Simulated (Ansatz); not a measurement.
Crystal: WS.

```
W S
1.0
     3.00789    0.00000    0.00000
     0.00000    3.00789    0.00000
     0.00000    0.00000    3.00789
W S
1 1
Direct
  0.50000 0.50000 0.50000
  0.00000 0.00000 0.00000
```

The cell was built by a generator and needn't be a form met in nature.

| Quantity | Value |
| --- | --- |
| Program | Ansatz 0.2.0 |
| Task | relaxation of cell and atoms |
| Functional | PBEsol0 |
| Potentials or basis | Ansatz PAW |
| Cutoff | 420 eV (not typed: the program's choice for these potentials) |
| k mesh | 5 × 5 × 5 |
| Occupations | fermi-dirac, width 0.05 eV |
| Spin | no spin polarisation |

At the start: volume 13.61 Å³/atom.

**Question.** Where does the relaxation end?

**Answer.** It ends after 6 steps and the volume is 12.93 Å³/atom (-5.0 %); space group Pm-3m (No. 221, to 0.05 Å).

The path:
| step | energy change (eV) | largest force (eV/Å) | volume (Å³) |
| --- | --- | --- | --- |
| 1 | 0.0000 | 0.0000 | 27.21 |
| 2 | -0.0282 | 0.0000 | 24.93 |
| 3 | -0.0608 | 0.0000 | 25.94 |
| 4 | -0.0611 | 0.0000 | 25.86 |
| 5 | -0.0611 | 0.0000 | 25.86 |
| 6 | -0.0605 | 0.0000 | 25.86 |

Final structure:
```
CELL_PARAMETERS angstrom
2.95700 0.00000 0.00000
0.00000 2.95700 0.00000
0.00000 0.00000 2.95700
ATOMIC_POSITIONS crystal
W 0.50000 0.50000 0.50000
S 0.00000 0.00000 0.00000
```

Caveat: the k mesh is coarse (spacing up to 0.42 Å⁻¹), so the values aren't converged, least of all with exact exchange; the plane-wave basis is chosen anew once the cell has moved, so the energies of steps on either side of that aren't comparable; the PAW data sets come from PBE, with cores solved anew for the run's functional, which leaves a small shift of forces and pressure.
